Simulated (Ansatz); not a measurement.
**Cu2CO3, relaxed**

The start is Cu2CO3, a known structure type filled with other elements, at an estimated volume. Where does it settle when we relax cell and atoms at 20 GPa, and what is it like there?

Method: DFT, r2SCAN, no spin polarisation, plane waves, PAW, in Ansatz 0.2.0.

### 1 The system as given

The structure is hexagonal, space group P6_3/mcm (No. 193). The conventional cell has a = 4.476 Å, b = 4.476 Å, c = 5.147 Å, α = 90.00°, β = 90.00°, γ = 120.00°. Around C (site symmetry -62m) lie 3 O at 1.30 Å. O (site symmetry m2m) is surrounded by 1 C at 1.30 Å. Cu (site symmetry 32) is surrounded by 6 O at 2.05 Å.

The coordinates stand in the input below.

The first density is read from a saved solution for the starting cell.

### 2 Relaxing

Input file input.yaml:

```yaml
crystal:
  lattice:
    - [2.23795437, 3.8762489, 0.0]
    - [-2.23795437, 3.8762489, 0.0]
    - [0.0, 0.0, 5.14737516]
  atoms:
    - { symbol: C, position: [0.0, 0.0, 0.25] }
    - { symbol: C, position: [0.0, 0.0, 0.75] }
    - { symbol: O, position: [0.2911, 0.7089, 0.25] }
    - { symbol: O, position: [0.2911, 0.0, 0.75] }
    - { symbol: O, position: [0.0, 0.2911, 0.25] }
    - { symbol: O, position: [0.7089, 0.2911, 0.75] }
    - { symbol: O, position: [0.7089, 0.0, 0.25] }
    - { symbol: O, position: [0.0, 0.7089, 0.75] }
    - { symbol: Cu, position: [0.3333, 0.3334, 0.0] }
    - { symbol: Cu, position: [0.6666, 0.6667, 0.5] }
    - { symbol: Cu, position: [0.6667, 0.6666, 0.0] }
    - { symbol: Cu, position: [0.3334, 0.3333, 0.5] }
  symmetry: { tolerance: 0.0003 }
kpoints:
  mp_grid: { grid: [7, 7, 5], shift: [0, 0, 0] }
magnetization:
  spin_polarized: false
scf:
  occupations: { method: fermi_dirac }
  lower_state_search: "off"
hamiltonian:
  pseudopotentials: { kind: paw }
  xc: r2scan
basis:
  ecutwfc: 500
  fft_grid_basis: typed
relax:
  max_steps: 80
  cell: { p_target: 20.0 }
output:
  forces: true
  stress: true
  eigenvalues: true
  bader: true
  populations: true
  elf: true
  write_potential: true
  volumetric_format: npy
  dos:
    e_range: [-12, 8]
    de: 0.05
    projected: { site_lists: { C: [C], Cu: [Cu], O: [O] } }
  write_density: true
checkpoint:
  read: saved_state
```

On the command line:

```
> ansatz run input.yaml --threads 2 --pin off --max-ram 3584MiB --backend cpu --events-out ev --progress --plain --runs-dir out
```

Before running it: what results should come out? Wanted: moves; largest move; cell; volume; pressure at the end; gap; least direct gap; Bader charges.

As calculated:

| quantity | value |
| --- | --- |
| moves | 7 |
| largest move | 0.07 Å (O) |
| space group (0.01 Å), before / after | P6_3/mcm / P6_3/mcm |
| cell | a = 4.650 Å, b = 4.650 Å, c = 5.367 Å, α = 90.00°, β = 90.00°, γ = 60.00° |
| volume | 8.37 Å³/atom (+12.5 %) |
| pressure at the end | 20.00 GPa |
| gap (mesh) | 0.53 eV, indirect |
| least direct gap | 0.84 eV |
| Bader charges | C +2.26, O -1.28, Cu +0.79 e |

In words: The volume grew by 12.5 %, and the largest move of an atom is 0.07 Å apart from the change of the cell. With 24 symmetry operations imposed, the end may be a saddle point towards distortions that break them. The levels show a gap of 0.53 eV, with the least direct gap at 0.84 eV; within 0.7 eV of the edges the states project mainly on Cu d (82 %) and O p (15 %) below and C p (31 %), Cu s (26 %) and Cu d (19 %) above. Gaps from semilocal functionals tend to lie below the measured ones. By Bader's partition C gives up most (+2.26 e) and O takes most (-1.28 e).

Keep in mind: a band edge lies within two smearing widths of the Fermi level.
